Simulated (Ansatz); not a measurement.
# Fe in Ansatz: settings compared

The runs below take Fe through work function, projected density of states, with PBE, LDA, PBEsol.

Program: Ansatz 0.2.0. These are calculated values, not measurements. Logs are shortened: lines on timing, memory, paths and dates and some standing lists are left out, and cuts for length are marked.

## (1) The sheet as given

The cell holds a sheet with vacuum, 1 atom: a = 2.311 Å, b = 2.311 Å, c = 23.800 Å, α = 90.00°, β = 90.00°, γ = 90.00°.

The cell was built by a generator and needn't be a form met in nature.

## (2) Work function, PBE, collinear spin, ferromagnetic start

input.yaml

```yaml
crystal:
  lattice:
    - [2.31119, 0.0, 0.0]
    - [0.0, 2.31119, 0.0]
    - [0.0, 0.0, 23.8]
  atoms:
    - { symbol: Fe, position: [0.0, 0.0, 0.29412], spin: 3.0 }
  periodic: [true, true, false]
kpoints:
  mp_grid: { grid: [11, 11, 1] }
scf:
  occupations: { method: fermi_dirac, width: 0.05 }
hamiltonian:
  xc: pbe
  pseudopotentials: { kind: all_electron, lapw: { basis_error: 0.002 } }
magnetization:
  spin_polarized: true
output:
  forces: true
  stress: true
  eigenvalues: true
```

Potentials or basis: all-electron LAPW, scalar-relativistic.

Launch:

```sh
$ ansatz run input.yaml --threads 2 --pin off --max-ram 8192MiB --backend cpu --events-out ev --progress --plain --runs-dir out
```

Output:

```text
Warning: RAYON_NUM_THREADS=2 ignored (pool sized by the plan → 2); use --threads N
LAPW: plane waves up to 9.389 Å⁻¹, error target 2.0e-3 eV per atom; small_component_spin mean_spin; Fe in spheres of 1.156 Å, 16 of its electrons in bands, Dirac shells [] (how accurate: hamiltonian.pseudopotentials.lapw.basis_error, Limitations)
Engine: ansatz 0.2.0, x86_64-unknown-linux-gnu
Pseudopotentials: kind: all_electron
Pseudopotential: Fe, LAPW, valence charge 16, lapw/all_electron/scalar/gaussian/Fe, Koelling and Harmon's equation, gaussian nucleus
Functional definition: PBE
  parameter kappa = 0.804
  parameter beta = 0.06672455060314922
  exchange = pbe_x(kappa = kappa, mu = beta*pi^2/3)
  correlation = pbe_c(beta = beta)
Crystal: 1 atoms, lattice volume = 127.130 Å³
Basis set: ecut = 335.87661981344985 eV, 1811 PW (Γ), exchange–correlation at level 2
Bands: 14, of which v1, the nominal top of the filled ones, is band 8 counted from 1 (7 counted from 0)
Symmetry: 16 space group operations
Space group: P4/mmm (ITA 123), of the structure as read, at distance tolerance 5.0e-5 Å
Magnetic group: BNS 123.339 (UNI 999), of the structure as read, at distance tolerance 5.0e-5 Å
k-points: 21 of 121
Non-local potential: Fe, projectors of the file, none
Initial density: superposition of atomic densities (neutral atoms: chi_scale 0, normalization atom)
Starting moments: Σ|m| = 3 μB on 1 of 1 site
Initial wavefunctions: plane waves of lowest kinetic energy (no species holds an atomic orbital)
Functional: x = pbe(κ = 0.804, μ = 0.2195149727645171), c = pbe(β = 0.06672455060314922)
iter 1 solved again at ethr=6.55e-3 eV; its pass at ethr=1.00e-1 eV (dr2=1.05e0 eV) is discarded
SCF iter   1: F=—  HF=-34632.491958 eV  |F-HF|=—  |Δ(HF+E_count)|=         —  Δρ=1.21e-2 (↑6.14e-3 ↓1.21e-2)  dr2=1.05e0  dr2_m=2.66e-2  M=2.928 μB ∫|m|=2.944 μB  β_m=0.30  ethr=6.55e-3  ⟨swp⟩=2.8  Hψ=4071  notcnv=0
Mixer restart at iter 1: flushing history
preconditioner: auto → LDOS  [metal: Δε(μ)=0.053 eV  Ē_g=9.027 eV  σ=0.050 eV  W_gap=0.25  n_scr=14 (ndim 8)  ℏωp=9.3 eV  f_vac=0.792  D(μ)=1.38/eV (n_scr^D=10)]
spin=Collinear: LDOS preconditioning applied to the charge; magnetization (m = ρ↑ − ρ↓) channel mixes plain (no charge-response kernel on spin).
SCF iter   2: F=—  HF=-34632.371996 eV  |F-HF|=—  |Δ(HF+E_count)|=   1.20e-1  Δρ=8.81e-3 (↑5.03e-3 ↓8.81e-3)  dr2=6.47e-1  dr2_m=1.40e-2  M=2.919 μB ∫|m|=2.941 μB  β_m=0.65  ethr=6.55e-3  ⟨swp⟩=2.0  Hψ=1720  notcnv=0
iter 3 solved again at ethr=9.95e-5 eV; its pass at ethr=4.04e-3 eV (dr2=1.59e-2 eV) is discarded
SCF iter   3: F=—  HF=-34632.242681 eV  |F-HF|=—  |Δ(HF+E_count)|=   1.29e-1  Δρ=2.92e-3 (↑1.96e-3 ↓2.92e-3)  dr2=1.56e-2  dr2_m=4.84e-3  M=2.753 μB ∫|m|=2.817 μB  β_m=0.82  ethr=9.95e-5  ⟨swp⟩=2.6  Hψ=3237  notcnv=0  defer=13
SCF iter   4: F=—  HF=-34632.249857 eV  |F-HF|=—  |Δ(HF+E_count)|=         —  Δρ=1.11e-3 (↑5.87e-4 ↓1.11e-3)  dr2=5.56e-3  dr2_m=4.42e-4  M=2.744 μB ∫|m|=2.813 μB  β_m=0.91  ethr=9.77e-5  ⟨swp⟩=3.0  Hψ=1784  notcnv=0
the basis was enlarged: its passes take 443.9 KiB over the memory plan, 2 of 2 planned eigensolver slots
SCF iter   5: F=—  HF=-34632.250701 eV  |F-HF|=—  |Δ(HF+E_count)|=   8.44e-4  Δρ=2.95e-4 (↑2.95e-4 ↓2.12e-4)  dr2=5.35e-5  dr2_m=6.96e-5  M=2.736 μB ∫|m|=2.810 μB  β_m=0.77  ethr=3.48e-5  ⟨swp⟩=3.2  Hψ=1914  notcnv=0
SCF iter   6: F=—  HF=-34632.250600 eV  |F-HF|=—  |Δ(HF+E_count)|=   1.01e-4  Δρ=1.75e-4 (↑1.75e-4 ↓1.34e-4)  dr2=2.11e-5  dr2_m=2.43e-5  M=2.737 μB ∫|m|=2.811 μB  β_m=0.89  ethr=3.34e-7  ⟨swp⟩=3.0  Hψ=1632  notcnv=0
SCF iter   7: F=—  HF=-34632.250635 eV  |F-HF|=—  |Δ(HF+E_count)|=   3.48e-5  Δρ=1.66e-5 (↑1.50e-5 ↓1.66e-5)  dr2=2.36e-6  dr2_m=8.24e-8  M=2.738 μB ∫|m|=2.811 μB  β_m=0.86  ethr=1.32e-7  ⟨swp⟩=2.8  Hψ=1631  notcnv=0
SCF iter   8: F=—  HF=-34632.250635 eV  |F-HF|=—  |Δ(HF+E_count)|=   2.28e-7  Δρ=9.23e-6 (↑9.23e-6 ↓6.54e-6)  dr2=1.79e-7  dr2_m=5.82e-8  M=2.738 μB ∫|m|=2.811 μB  β_m=0.93  ethr=1.48e-8  ⟨swp⟩=2.9  Hψ=1557  notcnv=0
SCF iter   9: F=—  HF=-34632.250635 eV  |F-HF|=—  |Δ(HF+E_count)|=   9.91e-8  Δρ=1.31e-6 (↑8.68e-7 ↓1.31e-6)  dr2=2.52e-8  dr2_m=7.55e-10  M=2.738 μB ∫|m|=2.811 μB  β_m=0.97  ethr=1.12e-9  ⟨swp⟩=3.0  Hψ=1626  notcnv=0
SCF iter  10: F=-34632.250635 eV  HF=-34632.250635 eV  |F-HF|=5.94e-9  |Δ(HF+E_count)|=   7.76e-9  Δρ=4.26e-7 (↑4.18e-7 ↓4.26e-7)  dr2=1.34e-8  dr2_m=9.62e-12  M=2.738 μB ∫|m|=2.811 μB  ethr=1.58e-10  ⟨swp⟩=2.3  Hψ=1514  notcnv=0
SCF 1 converged in 10 iterations: F = -34632.250635 eV  dr2 = 1.34e-8
SCF converged after 10 iterations
Magnetization: 2.7381 μB (9.3690 up, 6.6310 down)
Absolute magnetization: 2.8113 μB (∫|ρ↑−ρ↓|)
Spin contamination: 0.0484 ħ² per cell (⟨S²⟩ above its minimum at these occupations)
Per-site moments (μB) at R_I (Å): [(2.683098562922286, 1.1555949827802838)]
Free energy (F): -34632.250635 eV
Harris-Foulkes:  -34632.250635 eV  (|F-HF|=5.94e-9)
Internal energy: -34632.240502 eV  (E = F + TS)
E sigma→0 (E₀):  -34632.245568 eV
Entropy (-TS):   -0.010133 eV (-10.133 meV/atom)
Fermi energy:    -4.693545 eV
--- Per-component energies (eV) ---
  E_band       = -579.986205
  E_kinetic    = 35109.585692
  E_xc         = -1521.717229
  E_electrostatic = -68220.108964  (all electrons and nuclei)
  E_smearing   = -0.010133  (= −TS)
  E_closure    = 0.000000  (closes the sum)
  E_atoms      = -34625.004615  (free atoms, spherical and without spin; not in F)
  Σ components = -34632.250635   (vs F -34632.250635, Δ=0.00e0)
  Basis errors (estimates in eV, not in F): energy 9.9e-4 per atom: plane waves 9.1e-4 (5.6e-4 summed), levels above the bands 1.9e-52, relativity 1.2e-7, radial functions 8.9e-5, core shells 3.9e-8; eigenvalues (radial functions only) 2.8e-6; not estimated: angular momenta, meshes, grids; target (lapw.basis_error) 2.0e-3; muffin-tin radii Fe 1.156 Å
--- Forces (eV/Å), atoms counted from 1 ---
  atom   1  Fe     0.00000000    -0.00000000     0.00000000
  max |Σ_I F_I| component: 2.20e-29 eV/Å
--- 2D stress c σ (N/m, compression-positive) ---
        0.044947      -0.000000       0.000000
       -0.000000       0.044947       0.000000
        0.000000       0.000000       0.000000
  P = ½ c Tr σ = 0.0449 N/m
--- Band table (eV; the first three rows and the last of 42) ---
  k-point 0 ↑: bands = ["-92.8735", "-59.1594", "-58.5291", "-58.5291", "-10.5408", "-8.5218", "-7.6190", "-5.5559", "-5.5559", "-4.9211", "-4.6401", "-0.4446", "0.0457", "0.7517"]
  k-point 1 ↑: bands = ["-92.8679", "-59.1552", "-58.5702", "-58.5256", "-10.2796", "-8.3917", "-7.5364", "-6.0305", "-5.5404", "-5.0323", "-4.0717", "-0.2231", "0.2877", "0.9789"]
  k-point 2 ↑: bands = ["-92.8529", "-59.1437", "-58.6800", "-58.5162", "-9.5993", "-7.9551", "-7.2991", "-6.7216", "-5.4986", "-5.3219", "-3.0456", "0.4413", "1.0058", "1.6607"]
  k-point 20 ↓: bands = ["-89.6778", "-56.1789", "-56.1778", "-55.7270", "-7.1935", "-4.9785", "-4.9227", "-2.7121", "-1.5503", "3.0851", "4.2650", "8.2306", "9.3405", "9.9020"]
  the weakly bound empty levels are not read free of the cell's end (augmented_plane_waves)
```

It took 4.2 s on 2 threads of AMD EPYC 9R45 (Zen 5), shared host; peak memory 0.54 GiB.

Results:

| Item | Value |
| --- | --- |
| Free energy | -34632.2506 eV |
| Band gap on the k mesh | none (metal or under the smearing width) |
| Net moment | 2.74 μB per cell |
| Absolute moment | 2.81 μB per cell |
| Site moments | Fe +2.68 μB |
| Work function | 4.69 eV |

## (3) Work function, LDA, collinear spin, ferromagnetic start

Edit input.yaml of step 2 so:

```diff
@@ -13,3 +13,3 @@
 hamiltonian:
-  xc: pbe
+  xc: lda
   pseudopotentials: { kind: all_electron, lapw: { basis_error: 0.002 } }
```

Potentials or basis: all-electron LAPW, scalar-relativistic.

Launch:

```sh
$ ansatz run input.yaml --threads 2 --pin off --max-ram 8192MiB --backend cpu --events-out ev --progress --plain --runs-dir out
```

Output:

```text
Warning: RAYON_NUM_THREADS=2 ignored (pool sized by the plan → 2); use --threads N
LAPW: plane waves up to 9.385 Å⁻¹, error target 2.0e-3 eV per atom; small_component_spin mean_spin; Fe in spheres of 1.156 Å, 16 of its electrons in bands, Dirac shells [] (how accurate: hamiltonian.pseudopotentials.lapw.basis_error, Limitations)
[... 3 set-up lines as earlier in the session ...]
Functional definition: SPW92
  exchange = slater_x
  correlation = pw_c
Crystal: 1 atoms, lattice volume = 127.130 Å³
Basis set: ecut = 335.5614896963911 eV, 1811 PW (Γ), exchange–correlation at level 2
Bands: 14, of which v1, the nominal top of the filled ones, is band 8 counted from 1 (7 counted from 0)
[... 2 set-up lines as earlier in the session ...]
Magnetic group: BNS 123.339 (UNI 999), of the structure as read, at distance tolerance 5.0e-5 Å
k-points: 21 of 121
[... 2 set-up lines as earlier in the session ...]
Starting moments: Σ|m| = 3 μB on 1 of 1 site
[... 1 set-up line as earlier in the session ...]
Functional: x = slater, c = lda
iter 1 solved again at ethr=6.59e-3 eV; its pass at ethr=1.00e-1 eV (dr2=1.05e0 eV) is discarded
SCF iter   1: F=—  HF=-34571.703281 eV  |F-HF|=—  |Δ(HF+E_count)|=         —  Δρ=1.25e-2 (↑5.79e-3 ↓1.25e-2)  dr2=1.06e0  dr2_m=2.66e-2  M=2.906 μB ∫|m|=2.915 μB  β_m=0.30  ethr=6.59e-3  ⟨swp⟩=2.7  Hψ=4066  notcnv=0
Mixer restart at iter 1: flushing history
preconditioner: auto → LDOS  [metal: Δε(μ)=0.018 eV  Ē_g=9.045 eV  σ=0.050 eV  W_gap=0.09  n_scr=14 (ndim 8)  ℏωp=9.3 eV  f_vac=0.793  D(μ)=1.53/eV (n_scr^D=10)]
spin=Collinear: LDOS preconditioning applied to the charge; magnetization (m = ρ↑ − ρ↓) channel mixes plain (no charge-response kernel on spin).
SCF iter   2: F=—  HF=-34571.540054 eV  |F-HF|=—  |Δ(HF+E_count)|=   1.63e-1  Δρ=8.89e-3 (↑4.71e-3 ↓8.89e-3)  dr2=6.33e-1  dr2_m=1.30e-2  M=2.895 μB ∫|m|=2.905 μB  β_m=0.65  ethr=6.59e-3  ⟨swp⟩=2.0  Hψ=1722  notcnv=0  defer=1
iter 3 solved again at ethr=1.12e-4 eV; its pass at ethr=3.96e-3 eV (dr2=1.79e-2 eV) is discarded
SCF iter   3: F=—  HF=-34571.375278 eV  |F-HF|=—  |Δ(HF+E_count)|=   1.65e-1  Δρ=3.07e-3 (↑1.78e-3 ↓3.07e-3)  dr2=1.75e-2  dr2_m=4.67e-3  M=2.737 μB ∫|m|=2.765 μB  β_m=0.82  ethr=1.12e-4  ⟨swp⟩=2.8  Hψ=3202  notcnv=0  defer=14
SCF iter   4: F=—  HF=-34571.377022 eV  |F-HF|=—  |Δ(HF+E_count)|=         —  Δρ=1.19e-3 (↑5.33e-4 ↓1.19e-3)  dr2=6.43e-3  dr2_m=4.00e-4  M=2.728 μB ∫|m|=2.758 μB  β_m=0.91  ethr=1.09e-4  ⟨swp⟩=2.7  Hψ=1696  notcnv=0
the basis was enlarged: its passes take 273.2 KiB over the memory plan, 2 of 2 planned eigensolver slots
SCF iter   5: F=—  HF=-34571.377088 eV  |F-HF|=—  |Δ(HF+E_count)|=   6.57e-5  Δρ=2.33e-4 (↑2.33e-4 ↓1.68e-4)  dr2=1.15e-4  dr2_m=2.89e-5  M=2.712 μB ∫|m|=2.746 μB  β_m=0.93  ethr=4.02e-5  ⟨swp⟩=3.0  Hψ=1849  notcnv=0
SCF iter   6: F=—  HF=-34571.377110 eV  |F-HF|=—  |Δ(HF+E_count)|=   2.21e-5  Δρ=1.15e-4 (↑1.15e-4 ↓7.83e-5)  dr2=2.46e-5  dr2_m=5.70e-6  M=2.712 μB ∫|m|=2.745 μB  β_m=0.93  ethr=7.20e-7  ⟨swp⟩=3.0  Hψ=1595  notcnv=0
SCF iter   7: F=—  HF=-34571.377099 eV  |F-HF|=—  |Δ(HF+E_count)|=   1.11e-5  Δρ=3.97e-5 (↑3.97e-5 ↓2.43e-5)  dr2=1.50e-6  dr2_m=1.07e-6  M=2.712 μB ∫|m|=2.745 μB  β_m=0.86  ethr=1.54e-7  ⟨swp⟩=2.9  Hψ=1591  notcnv=0
SCF iter   8: F=—  HF=-34571.377098 eV  |F-HF|=—  |Δ(HF+E_count)|=   5.51e-7  Δρ=1.70e-5 (↑1.70e-5 ↓1.08e-5)  dr2=2.59e-7  dr2_m=2.02e-7  M=2.712 μB ∫|m|=2.745 μB  β_m=0.93  ethr=9.39e-9  ⟨swp⟩=2.5  Hψ=1523  notcnv=0
SCF iter   9: F=—  HF=-34571.377098 eV  |F-HF|=—  |Δ(HF+E_count)|=   9.51e-8  Δρ=1.21e-6 (↑1.21e-6 ↓1.17e-6)  dr2=3.54e-8  dr2_m=9.60e-10  M=2.712 μB ∫|m|=2.746 μB  β_m=0.97  ethr=1.62e-9  ⟨swp⟩=3.0  Hψ=1602  notcnv=0
SCF iter  10: F=-34571.377098 eV  HF=-34571.377098 eV  |F-HF|=9.23e-9  |Δ(HF+E_count)|=   1.63e-8  Δρ=5.61e-7 (↑4.94e-7 ↓5.61e-7)  dr2=2.05e-8  dr2_m=4.48e-11  M=2.712 μB ∫|m|=2.746 μB  ethr=2.21e-10  ⟨swp⟩=2.0  Hψ=1486  notcnv=0
SCF 1 converged in 10 iterations: F = -34571.377098 eV  dr2 = 2.05e-8
the search or the solves at the SCF's close seem to have found levels that the self-consistency loop had missed (the run counts 1). By its estimate they hold under 1e-12 electrons; where the run keeps them, the occupations were computed again with them
SCF converged after 10 iterations
Magnetization: 2.7121 μB (9.3561 up, 6.6439 down)
Absolute magnetization: 2.7456 μB (∫|ρ↑−ρ↓|)
Spin contamination: 0.0340 ħ² per cell (⟨S²⟩ above its minimum at these occupations)
Per-site moments (μB) at R_I (Å): [(2.6247379200770755, 1.1555949827802892)]
Free energy (F): -34571.377098 eV
Harris-Foulkes:  -34571.377098 eV  (|F-HF|=9.23e-9)
Internal energy: -34571.363529 eV  (E = F + TS)
E sigma→0 (E₀):  -34571.370313 eV
Entropy (-TS):   -0.013570 eV (-13.570 meV/atom)
Fermi energy:    -5.129171 eV
--- Per-component energies (eV) ---
  E_band       = -581.918473
  E_kinetic    = 35029.045015
  E_xc         = -1459.355279
  E_electrostatic = -68141.053264  (all electrons and nuclei)
  E_smearing   = -0.013570  (= −TS)
  E_closure    = 0.000000  (closes the sum)
  E_atoms      = -34563.488450  (free atoms, spherical and without spin; not in F)
  Σ components = -34571.377098   (vs F -34571.377098, Δ=0.00e0)
  Basis errors (estimates in eV, not in F): energy 1.0e-3 per atom: plane waves 9.3e-4 (5.7e-4 summed), levels above the bands 4.3e-56, relativity 8.3e-9, radial functions 8.1e-5, core shells 4.2e-8; eigenvalues (radial functions only) 2.9e-6; not estimated: angular momenta, meshes, grids; target (lapw.basis_error) 2.0e-3; muffin-tin radii Fe 1.156 Å
--- Forces (eV/Å), atoms counted from 1 ---
  atom   1  Fe     0.00000000    -0.00000000     0.00000000
  max |Σ_I F_I| component: 2.50e-29 eV/Å
--- 2D stress c σ (N/m, compression-positive) ---
       -4.167264      -0.000000       0.000000
       -0.000000      -4.167264       0.000000
        0.000000       0.000000       0.000000
  P = ½ c Tr σ = -4.1673 N/m
--- Band table (eV; the first three rows and the last of 42) ---
  k-point 0 ↑: bands = ["-92.3936", "-58.9595", "-58.4779", "-58.4779", "-10.9920", "-8.9945", "-7.7997", "-5.8224", "-5.8224", "-5.1500", "-4.9783", "-0.5191", "0.0284", "0.7076"]
  k-point 1 ↑: bands = ["-92.3877", "-58.9551", "-58.5204", "-58.4743", "-10.7291", "-8.8631", "-7.7162", "-6.3191", "-5.8066", "-5.2641", "-4.3891", "-0.3001", "0.2705", "0.9344"]
  k-point 2 ↑: bands = ["-92.3719", "-58.9431", "-58.6338", "-58.4646", "-10.0438", "-8.4215", "-7.4783", "-7.0220", "-5.7641", "-5.5609", "-3.3551", "0.3569", "0.9889", "1.6153"]
  k-point 20 ↓: bands = ["-89.3874", "-56.2987", "-56.2976", "-55.8349", "-7.7154", "-5.3749", "-5.3208", "-3.4182", "-1.8848", "2.7508", "3.9457", "7.8987", "9.1288", "9.5195"]
  the weakly bound empty levels are not read free of the cell's end (augmented_plane_waves)
```

Run time: 3.8 s. Hardware: 2 threads of AMD EPYC 9R45 (Zen 5), shared host; peak memory 0.53 GiB.

What came out:

| Item | Value |
| --- | --- |
| Free energy | -34571.3771 eV |
| Band gap on the k mesh | none (metal or under the smearing width) |
| Net moment | 2.71 μB per cell |
| Absolute moment | 2.75 μB per cell |
| Site moments | Fe +2.62 μB |
| Work function | 5.13 eV |

Levels at points of the mesh, in eV from the Fermi level:
Spin up:
| k point | band 7 | band 8 | band 9 | band 10 | band 11 | band 12 | band 13 | band 14 |
| --- | --- | --- | --- | --- | --- | --- | --- | --- |
| (0.00, 0.00, 0.00) | -2.67 | -0.69 | -0.69 | -0.02 | 0.15 | 4.61 | 5.16 | 5.84 |
Spin down:
```
           k point  band 3  band 4  band 5  band 6  band 7  band 8  band 9  band 10  band 11  band 12
(0.00, 0.00, 0.00)  -50.68  -50.68   -5.11   -2.04   -0.53    0.53    1.88     1.88     2.73     4.75
```

(Continued in part 2 of 3.)
